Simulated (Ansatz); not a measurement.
# LaGe3B: a short molecular-dynamics run

What does LaGe3B do over 20 steps of 1 fs under a Nosé-Hoover thermostat at 900 K? The cell is a randomly packed cell of 10 atoms, taken as it stands, without a relaxation.

Method: DFT PBE, plane waves, PAW, scalar-relativistic, no spin polarisation, in Ansatz 0.2.0.

The cell holds 10 atoms (B2Ge6La2): a = 6.380 Å, b = 5.433 Å, c = 6.126 Å, α = 81.86°, β = 90.19°, γ = 83.30°.

Structure file:

```xyz
10
Lattice="6.3773 0.0062 -0.1927 0.6312 5.3956 0.0899 0.1625 0.7532 6.0776" Properties=species:S:1:pos:R:3 pbc="T T T"
Ge    4.1084    5.5448    5.3158
Ge    2.6889    4.9428    1.6624
B     1.8168    4.2184    5.8555
B     4.4004    3.4724    1.0973
La    5.2419    0.8873    2.0924
La    0.7885    1.5805    5.2382
Ge    2.5924    2.0037    1.2121
Ge    1.0612    3.3233    2.7307
Ge    4.0327    3.7158    3.4252
Ge    6.1951    4.4042    4.5628
```

The structure above is the start of the run; the results belong to its end.

```
                              quantity                           value
                                length                20 steps of 1 fs
      temperature, first and last step                   900 and 695 K
              temperature, second half   mean 743 K, from 695 to 803 K
         potential energy, second half     +18 meV/atom from the start
largest change of the conserved energy                   0.02 meV/atom
 mean square displacement, second half  B 0.057, Ge 0.004, La 0.004 Å²
```

What this shows: Against a set 900 K the second half averages 743 K, going from 803 to 695 K over that half; 18 meV/atom has gone into potential energy, and a thermostat that acts over some 100 fs has not made it up in 20 fs. The conserved energy strays from its start by at most 0.02 meV/atom, under 0.1 % of the mean kinetic energy, which is good for a step of 1 fs. Over the second half B atoms stand 0.2 Å (root mean square) from where they began, and the farthest move is 0.4 Å. Averages from a run of 20 fs with 10 atoms are rough.

**Question.** Which input and command would start the first run of this session?

One input that does so (others would too):

File input.yaml:

```yaml
crystal:
  lattice:
    - [6.377325, 0.006163, -0.192679]
    - [0.631239, 5.395605, 0.089918]
    - [0.162498, 0.753243, 6.077554]
  atoms:
    - { symbol: Ge, position: [0.532321, 0.904446, 0.878161] }
    - { symbol: Ge, position: [0.327834, 0.877883, 0.270941] }
    - { symbol: B, position: [0.196315, 0.647571, 0.960112] }
    - { symbol: B, position: [0.624144, 0.61616, 0.191214] }
    - { symbol: La, position: [0.80148, 0.11215, 0.368038] }
    - { symbol: La, position: [0.084603, 0.172477, 0.862028] }
    - { symbol: Ge, position: [0.367377, 0.342182, 0.206023] }
    - { symbol: Ge, position: [0.100258, 0.553792, 0.444297] }
    - { symbol: Ge, position: [0.557572, 0.608148, 0.57226] }
    - { symbol: Ge, position: [0.881771, 0.707996, 0.768242] }
kpoints:
  mp_grid: { grid: [3, 3, 3] }
magnetization:
  spin_polarized: false
scf:
  occupations: { method: gaussian, width: 0.1 }
hamiltonian:
  pseudopotentials: { kind: paw }
  xc: pbe
basis:
  ecutwfc: 420
md:
  timestep: 1.0
  n_steps: 20
  ensemble: nvt_nose_hoover
  temperature: 900.0
  initial_velocities: maxwell_boltzmann
  seed: 689612
```

Run with:

```sh
> ansatz run input.yaml --threads 2 --pin off --max-ram 2560MiB --backend cpu --events-out ev --progress --plain --runs-dir out
```
